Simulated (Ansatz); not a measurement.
# C2H7AlN2O: basis-set convergence

An exercise on one series of results from a longer session: the logs are not shown, and one member is left open.

Computed with Ansatz 0.2.0, Gaussian basis. Level: one geometry, several basis sets.

Plan: PBE0-D4/def2-SVP; ωB97M-V/def2-SVP; PBE0-D4/def2-QZVPP; ωB97M-V/def2-QZVPP; the functionals' def2-TZVPP values are taken from earlier runs.

### The relaxed structure

The geometry comes from an earlier relaxation with PBE0-D4 in a triple-zeta def2 set; it is a stationary point, not always the lowest conformer.

SMILES `[CH3][Al]([OH])[C](=N)N`, 13 atoms, charge 0, spin multiplicity 1.

Atoms are counted from 1 here; the program's logs count them from 0.

Bond lengths: C1–Al2 1.945 Å, C1–H7 1.095 Å, C1–H8 1.093 Å, C1–H9 1.094 Å, Al2–O3 1.700 Å, Al2–C4 1.971 Å, O3–H10 0.955 Å, C4–N5 1.287 Å, C4–N6 1.361 Å, N5–H11 1.016 Å, N6–H12 1.003 Å, N6–H13 1.009 Å. Angles: Al2–C1–H7 111.1°, Al2–C1–H8 112.4°, Al2–C1–H9 111.2°, H7–C1–H8 107.5°, H7–C1–H9 106.7°, H8–C1–H9 107.7°, C1–Al2–O3 125.2°, C1–Al2–C4 120.9°, O3–Al2–C4 113.8°, Al2–O3–H10 125.8°, Al2–C4–N5 121.3°, Al2–C4–N6 119.7°, N5–C4–N6 119.1°, C4–N5–H11 111.2°, C4–N6–H12 120.2°, C4–N6–H13 118.6°, H12–N6–H13 118.5°.

Set-up of the first run:

The input, in.yaml:

```yaml
crystal:
  periodic: [false, false, false]
  atoms:
    - {symbol: C, position_ang: [0.025475, -2.161637, 0.234873]}
    - {symbol: Al, position_ang: [0.550930, -0.337243, -0.187342]}
    - {symbol: O, position_ang: [2.019521, 0.116630, -0.913608]}
    - {symbol: C, position_ang: [-0.656204, 1.176313, 0.181537]}
    - {symbol: N, position_ang: [-1.840472, 0.988160, 0.647996]}
    - {symbol: N, position_ang: [-0.228903, 2.448588, -0.043517]}
    - {symbol: H, position_ang: [-0.846875, -2.465731, -0.352492]}
    - {symbol: H, position_ang: [0.823279, -2.881000, 0.034888]}
    - {symbol: H, position_ang: [-0.254291, -2.259878, 1.288287]}
    - {symbol: H, position_ang: [2.722495, -0.477080, -1.169859]}
    - {symbol: H, position_ang: [-2.022627, -0.000076, 0.798238]}
    - {symbol: H, position_ang: [0.619265, 2.614037, -0.551981]}
    - {symbol: H, position_ang: [-0.891292, 3.204217, 0.047681]}
basis:
  gaussian: {orbitals: def2-SVP}
hamiltonian: {xc: pbe0, dispersion: d4}
output: {orbitals: {seedname: orbitals}}
```

Steps of the session up to this table: PBE0-D4 in def2-SVP; ωB97M-V in def2-SVP; PBE0-D4 in def2-QZVPP; ωB97M-V in def2-QZVPP.

One of the session's tables, all rows but one given; the rest of the session is left out.

| functional | basis | HOMO (eV) |
| --- | --- | --- |
| PBE0-D4 | def2-SVP | -6.24 |
| PBE0-D4 | def2-TZVPP | -6.57 |
| PBE0-D4 | def2-QZVPP | -6.64 |
| ωB97M-V | def2-SVP | -8.50 |
| ωB97M-V | def2-TZVPP | ? |
| ωB97M-V | def2-QZVPP | -8.95 |

Estimate the missing values for ωB97M-V, def2-TZVPP.

The run gave: HOMO (eV): -8.88. In the column «HOMO (eV)» it lies between ωB97M-V, def2-QZVPP (-8.95) and ωB97M-V, def2-SVP (-8.50).
